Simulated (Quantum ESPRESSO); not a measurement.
# SiO (F-43m) in Quantum ESPRESSO: notebook

The runs below take SiO through band structure, with LDA, PBEsol.

Program: Quantum ESPRESSO 7.5. These are calculated values, not measurements. Logs are shortened: lines on timing, memory, paths and dates and some standing lists are left out, and cuts for length are marked.

## 1. Starting point

Symmetry: F-43m, No. 216, cubic system. The conventional cell has a = 4.867 Å, b = 4.867 Å, c = 4.867 Å, α = 90.00°, β = 90.00°, γ = 90.00°. Si (site symmetry -43m) is surrounded by 4 O at 2.11 Å. Around O (site symmetry -43m) lie 4 Si at 2.11 Å.

The cell was built by a generator and needn't be a form met in nature.

## 2. Band structure, LDA

The input, pw.in:

```
&CONTROL
  calculation = 'scf'
  prefix = 'pwscf'
  outdir = './tmp'
  pseudo_dir = './pseudo'
  tprnfor = .true.
  tstress = .true.
  disk_io = 'low'
/
&SYSTEM
  ibrav = 0
  nat = 2
  ntyp = 2
  ecutwfc = 88
  nbnd = 10
  input_dft = 'pz'
  occupations = 'smearing'
  smearing = 'fd'
  degauss = 0.00367493
/
&ELECTRONS
  conv_thr = 4d-10
  electron_maxstep = 120
  mixing_beta = 0.5
/
ATOMIC_SPECIES
Si    28.0850 Si_ONCV_PBE-1.2.upf
O     15.9990 O_ONCV_PBE-1.2.upf
CELL_PARAMETERS bohr
   0.0000000000    4.5989130859    4.5989130859
   4.5989130859    0.0000000000    4.5989130859
   4.5989130859    4.5989130859    0.0000000000
ATOMIC_POSITIONS bohr
Si     6.8983696289    6.8983696289    6.8983696289
O      0.0000000000    0.0000000000    0.0000000000
K_POINTS automatic
9 9 9 0 0 0
```

The input, bands.in:

```
&CONTROL
  calculation = 'bands'
  prefix = 'pwscf'
  outdir = './tmp'
  pseudo_dir = './pseudo'
  disk_io = 'low'
  verbosity = 'high'
/
&SYSTEM
  ibrav = 0
  nat = 2
  ntyp = 2
  ecutwfc = 88
  nbnd = 10
  input_dft = 'pz'
  occupations = 'smearing'
  smearing = 'fd'
  degauss = 0.00367493
/
&ELECTRONS
  conv_thr = 1d-08
  electron_maxstep = 120
  mixing_beta = 0.5
  diago_full_acc = .true.
/
ATOMIC_SPECIES
Si    28.0850 Si_ONCV_PBE-1.2.upf
O     15.9990 O_ONCV_PBE-1.2.upf
CELL_PARAMETERS bohr
   0.0000000000    4.5989130859    4.5989130859
   4.5989130859    0.0000000000    4.5989130859
   4.5989130859    4.5989130859    0.0000000000
ATOMIC_POSITIONS bohr
Si     6.8983696289    6.8983696289    6.8983696289
O      0.0000000000    0.0000000000    0.0000000000
K_POINTS crystal
60
 0.0000000000  0.0000000000  0.0000000000 1
 0.0625000000  0.0000000000  0.0625000000 1
 0.1250000000  0.0000000000  0.1250000000 1
 0.1875000000  0.0000000000  0.1875000000 1
 0.2500000000  0.0000000000  0.2500000000 1
 0.3125000000  0.0000000000  0.3125000000 1
 0.3750000000  0.0000000000  0.3750000000 1
 0.4375000000  0.0000000000  0.4375000000 1
 0.5000000000  0.0000000000  0.5000000000 1
 0.5000000000  0.0625000000  0.5625000000 1
 0.5000000000  0.1250000000  0.6250000000 1
 0.5000000000  0.1875000000  0.6875000000 1
 0.5000000000  0.2500000000  0.7500000000 1
 0.4375000000  0.3125000000  0.7500000000 1
 0.3750000000  0.3750000000  0.7500000000 1
 0.3375000000  0.3375000000  0.6750000000 1
 0.3000000000  0.3000000000  0.6000000000 1
 0.2625000000  0.2625000000  0.5250000000 1
 0.2250000000  0.2250000000  0.4500000000 1
 0.1875000000  0.1875000000  0.3750000000 1
 0.1500000000  0.1500000000  0.3000000000 1
 0.1125000000  0.1125000000  0.2250000000 1
 0.0750000000  0.0750000000  0.1500000000 1
 0.0375000000  0.0375000000  0.0750000000 1
 0.0000000000  0.0000000000  0.0000000000 1
 0.0625000000  0.0625000000  0.0625000000 1
 0.1250000000  0.1250000000  0.1250000000 1
 0.1875000000  0.1875000000  0.1875000000 1
 0.2500000000  0.2500000000  0.2500000000 1
 0.3125000000  0.3125000000  0.3125000000 1
 0.3750000000  0.3750000000  0.3750000000 1
 0.4375000000  0.4375000000  0.4375000000 1
 0.5000000000  0.5000000000  0.5000000000 1
 0.5250000000  0.4500000000  0.5250000000 1
 0.5500000000  0.4000000000  0.5500000000 1
 0.5750000000  0.3500000000  0.5750000000 1
 0.6000000000  0.3000000000  0.6000000000 1
 0.6250000000  0.2500000000  0.6250000000 1
 0.5833333333  0.2500000000  0.6666666667 1
 0.5416666667  0.2500000000  0.7083333333 1
 0.5000000000  0.2500000000  0.7500000000 1
 0.5000000000  0.2857142857  0.7142857143 1
 0.5000000000  0.3214285714  0.6785714286 1
 0.5000000000  0.3571428571  0.6428571429 1
 0.5000000000  0.3928571429  0.6071428571 1
 0.5000000000  0.4285714286  0.5714285714 1
 0.5000000000  0.4642857143  0.5357142857 1
 0.5000000000  0.5000000000  0.5000000000 1
 0.4821428571  0.4821428571  0.5357142857 1
 0.4642857143  0.4642857143  0.5714285714 1
 0.4464285714  0.4464285714  0.6071428571 1
 0.4285714286  0.4285714286  0.6428571429 1
 0.4107142857  0.4107142857  0.6785714286 1
 0.3928571429  0.3928571429  0.7142857143 1
 0.3750000000  0.3750000000  0.7500000000 1
 0.6250000000  0.2500000000  0.6250000000 1
 0.5937500000  0.1875000000  0.5937500000 1
 0.5625000000  0.1250000000  0.5625000000 1
 0.5312500000  0.0625000000  0.5312500000 1
 0.5000000000  0.0000000000  0.5000000000 1
```

Potentials or basis: SG15 PBE 1.2.

Launch:

```
$ OMP_NUM_THREADS=1 pw.x -in pw.in > pw.out
$ OMP_NUM_THREADS=1 pw.x -in bands.in > bands.out
```

pw.out:

```text
This program is part of the open-source Quantum ESPRESSO suite
     for quantum simulation of materials; please cite
         "P. Giannozzi et al., J. Phys.:Condens. Matter 21 395502 (2009);
         "P. Giannozzi et al., J. Phys.:Condens. Matter 29 465901 (2017);
         "P. Giannozzi et al., J. Chem. Phys. 152 154105 (2020);
     in publications or presentations arising from this work. More details at

     IMPORTANT: XC functional enforced from input :
     Exchange-correlation= PZ
                           (   1   1   0   0   0   0   0)
     Any further DFT definition will be discarded
     Please, verify this is what you really want

     Message from routine setup:
     using ibrav=0 with symmetry is DISCOURAGED, use correct ibrav instead

     G-vector sticks info
     --------------------
     sticks:   dense  smooth     PW     G-vecs:    dense   smooth      PW
     Sum        1027    1027    313                21595    21595    3527

     Using Slab Decomposition

     bravais-lattice index     =            0
     lattice parameter (alat)  =       6.5038  a.u.
     unit-cell volume          =     194.5340 (a.u.)^3
     number of atoms/cell      =            2
     number of atomic types    =            2
     number of electrons       =        10.00
     number of Kohn-Sham states=           10
     kinetic-energy cutoff     =      88.0000  Ry
     charge density cutoff     =     352.0000  Ry
     scf convergence threshold =      4.0E-10
     mixing beta               =       0.5000
     number of iterations used =            8  plain     mixing
     Exchange-correlation= PZ
                           (   1   1   0   0   0   0   0)

     celldm(1)=   6.503845  celldm(2)=   0.000000  celldm(3)=   0.000000
     celldm(4)=   0.000000  celldm(5)=   0.000000  celldm(6)=   0.000000

     crystal axes: (cart. coord. in units of alat)
               a(1) = (   0.000000   0.707107   0.707107 )
               a(2) = (   0.707107   0.000000   0.707107 )
               a(3) = (   0.707107   0.707107   0.000000 )

     reciprocal axes: (cart. coord. in units 2 pi/alat)
               b(1) = ( -0.707107  0.707107  0.707107 )
               b(2) = (  0.707107 -0.707107  0.707107 )
               b(3) = (  0.707107  0.707107 -0.707107 )

     PseudoPot. # 1 for Si read from file:
     Si_ONCV_PBE-1.2.upf
     Pseudo is Norm-conserving, Zval =  4.0
     Generated using ONCVPSP code by D. R. Hamann
     Using radial grid of  602 points,  4 beta functions with:
                l(1) =   0
                l(2) =   0
                l(3) =   1
                l(4) =   1

     PseudoPot. # 2 for O  read from file:
     O_ONCV_PBE-1.2.upf
     Pseudo is Norm-conserving, Zval =  6.0
     Generated using ONCVPSP code by D. R. Hamann
     Using radial grid of  602 points,  4 beta functions with:
                l(1) =   0
                l(2) =   0
                l(3) =   1
                l(4) =   1

     atomic species   valence    mass     pseudopotential
     Si                4.00    28.08500     Si( 1.00)
     O                 6.00    15.99900     O ( 1.00)

     24 Sym. Ops. (no inversion) found

   Cartesian axes

     site n.     atom                  positions (alat units)
         1        Si     tau(   1) = (   1.0606602   1.0606602   1.0606602  )
         2        O      tau(   2) = (   0.0000000   0.0000000   0.0000000  )

     number of k points=    35  Fermi-Dirac smearing, width (Ry)=  0.0037
                       cart. coord. in units 2pi/alat
        k(    1) = (   0.0000000   0.0000000   0.0000000), wk =   0.0027435
        k(    2) = (   0.0785674   0.0785674  -0.0785674), wk =   0.0219479
        k(    3) = (   0.1571348   0.1571348  -0.1571348), wk =   0.0219479
        k(    4) = (   0.2357023   0.2357023  -0.2357023), wk =   0.0219479
        k(    5) = (   0.3142697   0.3142697  -0.3142697), wk =   0.0219479
        k(    6) = (   0.1571348   0.0000000  -0.0000000), wk =   0.0164609
[... 27 lines left out ...]
        k(   34) = (  -0.0000000  -0.4714045   0.6285394), wk =   0.0658436
        k(   35) = (  -0.0785674  -0.3928371   0.7071068), wk =   0.0658436

     Dense  grid:    21595 G-vectors     FFT dimensions: (  40,  40,  40)

     Initial potential from superposition of free atoms

     starting charge       9.9528, renormalised to      10.0000
     Starting wfcs are random

     Self-consistent Calculation

     iteration #  1     ecut=    88.00 Ry     beta= 0.50
     Davidson diagonalization with overlap
     ethr =  1.00E-02,  avg # of iterations =  8.4

     total energy              =     -39.52687258 Ry
     estimated scf accuracy    <       0.21459397 Ry

     iteration #  2     ecut=    88.00 Ry     beta= 0.50
     Davidson diagonalization with overlap
     ethr =  2.15E-03,  avg # of iterations =  1.9

     total energy              =     -39.57938622 Ry
     estimated scf accuracy    <       0.18342958 Ry

     iteration #  3     ecut=    88.00 Ry     beta= 0.50
     Davidson diagonalization with overlap
     ethr =  1.83E-03,  avg # of iterations =  1.0

     total energy              =     -39.61055799 Ry
     estimated scf accuracy    <       0.00226503 Ry

     iteration #  4     ecut=    88.00 Ry     beta= 0.50
     Davidson diagonalization with overlap
     ethr =  2.27E-05,  avg # of iterations =  6.9

     total energy              =     -39.61134695 Ry
     estimated scf accuracy    <       0.00019268 Ry

     iteration #  5     ecut=    88.00 Ry     beta= 0.50
     Davidson diagonalization with overlap
     ethr =  1.93E-06,  avg # of iterations =  4.2

     total energy              =     -39.61138075 Ry
     estimated scf accuracy    <       0.00000809 Ry

     iteration #  6     ecut=    88.00 Ry     beta= 0.50
     Davidson diagonalization with overlap
     ethr =  8.09E-08,  avg # of iterations =  2.1

     total energy              =     -39.61138029 Ry
     estimated scf accuracy    <       0.00000597 Ry

     iteration #  7     ecut=    88.00 Ry     beta= 0.50
     Davidson diagonalization with overlap
     ethr =  5.97E-08,  avg # of iterations =  1.0

     total energy              =     -39.61138064 Ry
     estimated scf accuracy    <       0.00000025 Ry

     iteration #  8     ecut=    88.00 Ry     beta= 0.50
     Davidson diagonalization with overlap
     ethr =  2.47E-09,  avg # of iterations =  2.0

     total energy              =     -39.61138068 Ry
     estimated scf accuracy    <       0.00000002 Ry

     iteration #  9     ecut=    88.00 Ry     beta= 0.50
     Davidson diagonalization with overlap
     ethr =  1.85E-10,  avg # of iterations =  2.0

     End of self-consistent calculation

          k = 0.0000 0.0000 0.0000 (  2733 PWs)   bands (ev):

   -13.6701   1.2499   1.8972   1.8972   1.8972  10.9964  10.9964  10.9964
    17.4915  18.6421

          k = 0.0786 0.0786-0.0786 (  2716 PWs)   bands (ev):

   -13.6007   0.2184   1.8440   1.8440   2.9059  10.5277  11.0901  11.0901
    17.6896  17.6896

          k = 0.1571 0.1571-0.1571 (  2713 PWs)   bands (ev):

   -13.4175  -0.9602   1.7162   1.7162   3.9682   9.7507  11.2396  11.2396
    17.1416  17.1416

          k = 0.2357 0.2357-0.2357 (  2695 PWs)   bands (ev):

   -13.1945  -1.8924   1.5813   1.5813   4.6208   9.3236  11.2506  11.2506
    16.8965  17.3984

          k = 0.3143 0.3143-0.3143 (  2725 PWs)   bands (ev):

   -13.0390  -2.4162   1.4985   1.4985   4.8509   9.2529  11.1797  11.1797
    16.7624  17.9894

          k = 0.1571 0.0000-0.0000 (  2713 PWs)   bands (ev):

   -13.5777   0.0975   1.7296   1.7296   3.2245  10.2558  11.1922  11.1922
    16.2540  18.4603

          k = 0.2357 0.0786-0.0786 (  2714 PWs)   bands (ev):

   -13.4327  -0.7542   1.5589   1.5784   4.1424   9.5724  11.2718  11.3922
    15.3494  18.5325

          k = 0.3143 0.1571-0.1571 (  2711 PWs)   bands (ev):

   -13.2222  -1.6271   1.3534   1.4172   4.9453   9.1190  11.0756  11.4792
    15.4707  18.2117

          k = 0.3928 0.2357-0.2357 (  2711 PWs)   bands (ev):

   -13.0420  -2.2199   1.1172   1.3638   5.3599   9.0329  10.8534  11.4211
    16.1590  17.9889

          k =-0.2357-0.3928 0.3928 (  2719 PWs)   bands (ev):

   -12.9885  -2.3769   0.9783   1.4166   5.4495   9.0818  10.7713  11.3577
    16.8273  17.9645

          k =-0.1571-0.3143 0.3143 (  2704 PWs)   bands (ev):

   -13.0935  -2.0587   1.0020   1.5540   5.2730   9.1475  10.8243  11.3622
    16.9372  17.0409

          k =-0.0786-0.2357 0.2357 (  2712 PWs)   bands (ev):

   -13.2961  -1.3624   1.2000   1.7205   4.6889   9.4086  11.0311  11.3373
    16.3107  17.0097

          k =-0.0000-0.1571 0.1571 (  2723 PWs)   bands (ev):

   -13.4934  -0.4876   1.5311   1.8390   3.7383   9.9851  11.1778  11.1901
    16.5867  17.2543

          k = 0.3143 0.0000-0.0000 (  2698 PWs)   bands (ev):

   -13.3356  -1.0259   1.3372   1.3372   4.7608   8.8344  11.6862  11.6862
    13.8884  19.5052

          k = 0.3928 0.0786-0.0786 (  2709 PWs)   bands (ev):
[... 56 lines left out ...]
   -13.2739  -1.3086   1.0767   1.5221   4.9926   9.0063  11.1342  11.5872
    14.8268  18.4492

          k = 0.3928 0.2357-0.0786 (  2719 PWs)   bands (ev):

   -13.0829  -1.8419   0.6601   1.3569   5.7892   8.7304  10.6448  11.7096
    15.1992  18.3723

          k =-0.2357-0.3928 0.5500 (  2697 PWs)   bands (ev):

   -12.9515  -2.1650   0.4351   1.2173   6.1903   8.7177  10.3813  11.7143
    15.6897  18.1182

          k = 0.4714 0.1571-0.0000 (  2722 PWs)   bands (ev):

   -13.0136  -1.8485   0.6322   0.9908   6.1385   7.9135  11.1377  12.1332
    13.8492  19.1070

          k =-0.1571-0.4714 0.6285 (  2716 PWs)   bands (ev):

   -12.8921  -1.9895   0.1638   0.8418   6.7869   7.9609  10.5844  12.1361
    14.2826  18.9709

          k =-0.0786-0.3928 0.5500 (  2710 PWs)   bands (ev):

   -12.8622  -1.9746  -0.1425   0.9026   7.0484   8.2548  10.1390  12.0586
    14.7345  18.3119

          k =-0.0000-0.3143 0.4714 (  2706 PWs)   bands (ev):

   -12.9396  -1.9286   0.0348   1.1265   6.7026   8.4624  10.1094  11.9471
    15.2030  17.8818

          k =-0.0786-0.5500 0.7071 (  2723 PWs)   bands (ev):

   -12.8372  -2.0715   0.4040   0.5633   6.4983   7.4485  11.5400  12.3014
    13.4691  18.6679

          k =-0.0000-0.4714 0.6285 (  2709 PWs)   bands (ev):

   -12.8161  -1.9678  -0.0716   0.6166   7.0702   7.7518  10.7696  12.1699
    13.9063  19.2872

          k =-0.0786-0.3928 0.7071 (  2714 PWs)   bands (ev):

   -12.8242  -1.9014  -0.0691   0.4594   7.5775   7.9231  10.0442  12.0864
    14.3601  18.7897

     the Fermi energy is     7.3833 ev

!    total energy              =     -39.61138068 Ry
     estimated scf accuracy    <          9.8E-11 Ry
     smearing contrib. (-TS)   =      -0.00035363 Ry
     internal energy E=F+TS    =     -39.61102705 Ry

     The total energy is F=E-TS. E is the sum of the following terms:
     one-electron contribution =     -11.69527001 Ry
     hartree contribution      =      11.24957818 Ry
     xc contribution           =      -9.05977013 Ry
     ewald contribution        =     -30.10556508 Ry

     convergence has been achieved in   9 iterations

     Forces acting on atoms (cartesian axes, Ry/au):

     atom    1 type  1   force =     0.00000000    0.00000000    0.00000000
     atom    2 type  2   force =    -0.00000000   -0.00000000    0.00000000

     Total force =     0.000000     Total SCF correction =     0.000000

     Computing stress (Cartesian axis) and pressure

          total   stress  (Ry/bohr**3)                   (kbar)     P=      -41.15
  -0.00027975   0.00000000   0.00000000          -41.15        0.00        0.00
   0.00000000  -0.00027975   0.00000000            0.00      -41.15        0.00
   0.00000000   0.00000000  -0.00027975            0.00        0.00      -41.15

=------------------------------------------------------------------------------=
   JOB DONE.
=------------------------------------------------------------------------------=
```

Run time: 29 s. Hardware: 1 thread of Arm Neoverse V2, shared host; peak memory 0.09 GiB.

What came out:

```yaml
Free_energy: -538.9403 eV
Pressure: -4.1 GPa
Band_gap_on_the_k_mesh: none (metal or under the smearing width)
```

Levels at the corners of the path, in eV from the Fermi level:
```csv
point,band 3,band 4,band 5,band 6,band 7,band 8
Γ,-5.49,-5.49,-5.49,3.61,3.61,3.61
X,-6.72,-6.72,-1.57,-0.19,5.19,5.34
W,-7.41,-7.12,0.37,0.57,2.53,4.65
K,-7.61,-6.46,-0.62,0.48,3.55,4.94
Γ,-5.49,-5.49,-5.49,3.61,3.61,3.61
L,-5.90,-5.90,-2.51,1.87,3.78,3.78
U,-7.61,-6.46,-0.62,0.48,3.55,4.94
W,-7.41,-7.12,0.37,0.57,2.53,4.65
L,-5.90,-5.90,-2.51,1.87,3.78,3.78
K,-7.61,-6.46,-0.62,0.48,3.55,4.94
U,-7.61,-6.46,-0.62,0.48,3.55,4.94
X,-6.72,-6.72,-1.57,-0.19,5.19,5.34
```

Caveat: the potentials were made for another functional, which shifts forces and pressure.

## 3. Band structure, PBEsol

Changes to pw.in since step 2:

```diff
@@ -15,3 +15,3 @@
   nbnd = 10
-  input_dft = 'pz'
+  input_dft = 'pbesol'
   occupations = 'smearing'
```

Changes to bands.in since step 2:

```diff
@@ -14,3 +14,3 @@
   nbnd = 10
-  input_dft = 'pz'
+  input_dft = 'pbesol'
   occupations = 'smearing'
```

Potentials or basis: SG15 PBE 1.2.

Launch:

```
$ OMP_NUM_THREADS=1 pw.x -in pw.in > pw.out
$ OMP_NUM_THREADS=1 pw.x -in bands.in > bands.out
```

Wall time 31 s (1 thread of Arm Neoverse V2, shared host); peak memory 0.09 GiB.

It converged, with:

```
Free energy            : -539.1198 eV
Pressure               : -3.1 GPa
Band gap on the k mesh : none (metal or under the smearing width)
```

Levels at the corners of the path, in eV from the Fermi level:
```csv
point,band 3,band 4,band 5,band 6,band 7,band 8
Γ,-5.44,-5.44,-5.44,3.62,3.62,3.62
X,-6.67,-6.67,-1.57,-0.19,5.23,5.32
W,-7.36,-7.07,0.36,0.56,2.53,4.66
K,-7.56,-6.42,-0.62,0.47,3.54,4.92
Γ,-5.44,-5.44,-5.44,3.62,3.62,3.62
L,-5.85,-5.85,-2.51,1.85,3.79,3.79
U,-7.56,-6.42,-0.62,0.47,3.54,4.92
W,-7.36,-7.07,0.36,0.56,2.53,4.66
L,-5.85,-5.85,-2.51,1.85,3.79,3.79
K,-7.56,-6.42,-0.62,0.47,3.54,4.92
U,-7.56,-6.42,-0.62,0.47,3.54,4.92
X,-6.67,-6.67,-1.57,-0.19,5.23,5.32
```

Caveat: the potentials were made for another functional, which shifts forces and pressure.
